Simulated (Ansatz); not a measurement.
# SnH2BrCl (SMILES [Cl][SnH2][Br]) at 6 levels

Wanted: a comparison of 6 runs (HF/STO-3G, HF/3-21G, B3LYP/def2-SVP, PBE0/def2-SVP, MP2/def2-TZVP, CCSDT(Q)/B/ANO-RCC-MB) of SnH2BrCl. 

Program for the calculation: Ansatz 0.2.0.

9 further runs of the same task are left out: 4 for a known fault of the program, 3 that didn't finish, 2 set aside as unsound or not needed.

## Step 1: The system as given

SnH2BrCl: 5 atoms, total charge 0, spin state singlet. As SMILES, `[Cl][SnH2][Br]`. Geometry: relaxed at PBE0-D4/def2-TZVP.

Bond lengths: Cl1–Sn2 2.319 Å, Sn2–Br3 2.465 Å, Sn2–H4 1.696 Å, Sn2–H5 1.696 Å. Angles: Cl1–Sn2–Br3 107.0°, Cl1–Sn2–H4 107.4°, Cl1–Sn2–H5 107.4°, Br3–Sn2–H4 108.3°, Br3–Sn2–H5 108.3°, H4–Sn2–H5 117.9°.

## Step 2: Energy and forces at HF/STO-3G (run 1)

File input.yaml:

```yaml
crystal:
  periodic: [false, false, false]
  atoms:
    - {symbol: Cl, position_ang: [-2.002900, 0.518300, -0.750000]}
    - {symbol: Sn, position_ang: [0.075000, 0.078400, 0.180100]}
    - {symbol: Br, position_ang: [1.214000, -1.511400, -1.319800]}
    - {symbol: H, position_ang: [-0.186800, -0.690000, 1.669300]}
    - {symbol: H, position_ang: [0.950600, 1.531000, 0.178900]}
basis:
  gaussian:
    orbitals: STO-3G
hamiltonian:
  xc: hf
accuracy: high
output: {forces: true, orbitals: {seedname: orbitals}}
```

The run is started by

```bash
$ ansatz run input.yaml --threads 1 --pin off --max-ram 2610MiB --events-out events.jsonl --progress --plain --runs-dir runs
```

Log:

```text
Warning: RAYON_NUM_THREADS=1 ignored (pool sized by the plan → 1); use --threads N
Functional definition: HF
  name "HF"
  exchange = exact_x
  correlation = 0
958 factors; integrals over basis functions are off by at most 1.7e-8 eV
mean field evaluation 1: about -243917.5331 eV, gradient 1.3e1 eV
mean field evaluation 2: about -243917.5648 eV, gradient 1.3e1 eV
mean field evaluation 4: about -243918.8708 eV, gradient 5.5e-1 eV
mean field evaluation 8: about -243918.8721 eV, gradient 4.2e-5 eV
mean field -243918.87205217 eV, -8963.8532137677 hartree, gradient 2.2e-8 eV, S^2 0.000000; 0 other end points of the search recorded, 0 dependent functions left out
the calculation of the forces begins
reference -243918.87205217 eV, -8963.8532137677 hartree; 52, 52 occupied and 4, 4 virtual orbitals, 958 factors
Total energy: -243918.87205217 eV, -8963.8532137677 hartree
Atom 0 at    -2.002900     0.518300    -0.750000 Å, force     0.020464     0.007943     0.027343 eV/Å
Atom 1 at     0.075000     0.078400     0.180100 Å, force     0.652710    -0.001462     0.495854 eV/Å
Atom 2 at     1.214000    -1.511400    -1.319800 Å, force    -0.251877     0.340952     0.315855 eV/Å
Atom 3 at    -0.186800    -0.690000     1.669300 Å, force     0.211852     0.651213    -0.973043 eV/Å
Atom 4 at     0.950600     1.531000     0.178900 Å, force    -0.633148    -0.998645     0.133991 eV/Å
Dipole moment:     0.392648     0.196515     0.592441 e Å
```

Wall time 3.3 s (1 thread of Arm Neoverse V1, shared host); peak memory 0.16 GiB.

## Step 3: Energy and gradient at HF/3-21G (run 2)

input.yaml, as its differences from that of step 2:

```diff
@@ -10,3 +10,3 @@
   gaussian:
-    orbitals: STO-3G
+    orbitals: 3-21G-spherical.json
 hamiltonian:
@@ -14,2 +14,4 @@
 accuracy: high
-output: {forces: true, orbitals: {seedname: orbitals}}
+output:
+  forces: true
+  orbitals: {seedname: orbitals}
```

The basis set 3-21G is read from a file made from the Basis Set Exchange's data (not shown).

The run is started by

```bash
$ ansatz run input.yaml --threads 1 --pin off --max-ram 2610MiB --events-out events.jsonl --progress --plain --runs-dir runs
```

Log (excerpt; [...] marks lines left out):

```text
Warning: RAYON_NUM_THREADS=1 ignored (pool sized by the plan → 1); use --threads N
Functional definition: HF
  name "HF"
[...]
1334 factors; integrals over basis functions are off by at most 7.7e-9 eV
[...]
mean field -245306.91133229 eV, -9014.8627164652 hartree, gradient 3.5e-8 eV, S^2 0.000000; 0 other end points of the search recorded, 0 dependent functions left out
[...]
reference -245306.91133229 eV, -9014.8627164652 hartree; 52, 52 occupied and 18, 18 virtual orbitals, 1334 factors
Total energy: -245306.91133229 eV, -9014.8627164652 hartree
Atom 0 at    -2.002900     0.518300    -0.750000 Å, force    -1.466036     0.353811    -0.591572 eV/Å
Atom 1 at     0.075000     0.078400     0.180100 Å, force     0.795707     0.176038     0.869393 eV/Å
Atom 2 at     1.214000    -1.511400    -1.319800 Å, force     0.576145    -0.758245    -0.690271 eV/Å
Atom 3 at    -0.186800    -0.690000     1.669300 Å, force    -0.058746    -0.092546     0.345015 eV/Å
Atom 4 at     0.950600     1.531000     0.178900 Å, force     0.152930     0.320942     0.067435 eV/Å
Dipole moment:     0.399250     0.224906     0.639793 e Å
```

It took 5.1 s on 1 thread of Arm Neoverse V1, shared host; peak memory 0.22 GiB.

Run 3 isn't shown in full; the table further down has it.

## Step 4: Energy and forces at PBE0/def2-SVP (core potential) (run 4)

File input.yaml:

```yaml
crystal:
  periodic: [false, false, false]
  atoms:
    - symbol: Cl
      position_ang: [-2.002900, 0.518300, -0.750000]
    - symbol: Sn
      position_ang: [0.075000, 0.078400, 0.180100]
    - symbol: Br
      position_ang: [1.214000, -1.511400, -1.319800]
    - symbol: H
      position_ang: [-0.186800, -0.690000, 1.669300]
    - symbol: H
      position_ang: [0.950600, 1.531000, 0.178900]
basis:
  gaussian:
    orbitals: def2-SVP
hamiltonian:
  xc: {name: PBE0}
accuracy: high
output: {forces: true, orbitals: {seedname: orbitals}}
```

The run is started by

```bash
$ ansatz run input.yaml --threads 1 --pin off --max-ram 2610MiB --events-out events.jsonl --progress --plain --runs-dir runs
```

Log (excerpt; [...] marks lines left out):

```text
Warning: RAYON_NUM_THREADS=1 ignored (pool sized by the plan → 1); use --threads N
Functional definition: PBE0
  name "PBE0"
[...]
1750 factors; integrals over basis functions are off by at most 8.4e-9 eV
[...]
mean field -88410.43749779 eV, -3249.0236512967 hartree, gradient 2.2e-8 eV, S^2 0.000000; 0 other end points of the search recorded, 0 dependent functions left out
[...]
reference -88410.43750021 eV, -3249.0236513859 hartree; 38, 38 occupied and 48, 48 virtual orbitals, 1750 factors
Total energy: -88410.43750021 eV, -3249.0236513859 hartree
Atom 0 at    -2.002900     0.518300    -0.750000 Å, force    -0.397580     0.092247    -0.166010 eV/Å
Atom 1 at     0.075000     0.078400     0.180100 Å, force     0.190990     0.051258     0.222029 eV/Å
Atom 2 at     1.214000    -1.511400    -1.319800 Å, force     0.146918    -0.183159    -0.160837 eV/Å
Atom 3 at    -0.186800    -0.690000     1.669300 Å, force    -0.006261    -0.050727     0.099801 eV/Å
Atom 4 at     0.950600     1.531000     0.178900 Å, force     0.065933     0.090381     0.005017 eV/Å
Dipole moment:     0.216902     0.181206     0.435532 e Å
```

It took 15 s on 1 thread of Arm Neoverse V1, shared host; peak memory 0.31 GiB.

Run 5 isn't shown in full; the table further down has it.

## Step 5: Energy and gradient at CCSDT(Q)/B/ANO-RCC-MB (sfX2C) (run 6)

File input.yaml:

```yaml
basis:
  gaussian: {orbitals: ANO-RCC-MB.json}
crystal:
  periodic: [false, false, false]
  atoms:
    - {symbol: Cl, position_ang: [-2.002900, 0.518300, -0.750000]}
    - {symbol: Sn, position_ang: [0.075000, 0.078400, 0.180100]}
    - {symbol: Br, position_ang: [1.214000, -1.511400, -1.319800]}
    - {symbol: H, position_ang: [-0.186800, -0.690000, 1.669300]}
    - {symbol: H, position_ang: [0.950600, 1.531000, 0.178900]}
correlation: {method: ccsdt_q_b, frozen_orbitals: {Br: 9, Cl: 5, H: 0, Sn: 18}}
accuracy: high
output: {forces: true, orbitals: {seedname: orbitals}}
```

The basis set ANO-RCC-MB is read from a file made from the Basis Set Exchange's data (not shown).

The run is started by

```bash
$ ansatz run input.yaml --threads 1 --pin off --max-ram 2610MiB --events-out events.jsonl --progress --plain --runs-dir runs
```

Log:

```text
Warning: RAYON_NUM_THREADS=1 ignored (pool sized by the plan → 1); use --threads N
[... 11 lines left out ...]
32 core orbitals not correlated: weight in the atoms' cores, before any rotation towards them, 1.000 or more for the frozen orbitals, at most 0.000 for the correlated occupied ones
[... 25 lines left out ...]
Total energy: -251440.24228853 eV, -9240.2584717861 hartree
[... 6 lines left out ...]
Dipole moment:     0.267579     0.179407     0.471518 e Å
```

It took 2.3 min on 1 thread of Arm Neoverse V1, shared host; peak memory 0.51 GiB.

## Step 6: The series

| run | level | core potential | frozen core orbitals | energy (Eh) | dipole moment (D) | HOMO energy (eV) | LUMO energy (eV) | wall time |
| --- | --- | --- | --- | --- | --- | --- | --- | --- |
| 1 | HF/STO-3G | none | – | -8963.853214 | 3.54 | -8.69 | 7.35 | 3.3 s |
| 2 | HF/3-21G | none | – | -9014.862716 | 3.78 | -11.44 | 1.98 | 5.1 s |
| 3 | B3LYP/def2-SVP (core potential) | def2-SVP | – | -3249.579981 | 2.37 | -8.08 | -1.60 | 16 s |
| 4 | PBE0/def2-SVP (core potential) | def2-SVP | – | -3249.023651 | 2.49 | -8.42 | -1.36 | 15 s |
| 5 | MP2/def2-TZVP (core potential) | def2-TZVP | 18 | -3247.307441 | 2.53 | -11.49 | 1.81 | 46 s |
| 6 | CCSDT(Q)/B/ANO-RCC-MB (sfX2C) | none | 32 | -9240.258472 | 2.74 | -11.92 | 0.97 | 2.3 min |

## Step 7: Results

```
                                           quantity           value
                                run 6: total energy  -9240.25847 Eh
          run 6: dipole moment (correlated density)          2.74 D
         run 6: HOMO energy (Hartree–Fock orbitals)       -11.92 eV
         run 6: LUMO energy (Hartree–Fock orbitals)         0.97 eV
       run 6: HOMO–LUMO gap (Hartree–Fock orbitals)        12.90 eV
run 6: correlation energy (32 core orbitals frozen)       -63.6 mEh
                               run 6: T1 diagnostic           0.006
                    run 6: largest force on an atom      3.284 eV/Å
```

What this shows: The dipole moment (its size) runs from 2.37 D (B3LYP/def2-SVP) to 3.78 D (HF/3-21G). The two ends differ in method and basis and core potential. Over runs 1, 2, 3, 4 the HOMO–LUMO gap runs from 6.48 eV (B3LYP/def2-SVP) to 16.04 eV (HF/STO-3G). Totals of different functionals can't be ranked against each other. Some runs of one species differ in core potentials or relativity; totals across that change don't compare. In runs 1, 6 the basis is minimal, so the values are rough. In runs 1, 2 relativity is left out where basis or elements ask for it. All runs together took 3.7 min, the longest 2.3 min.
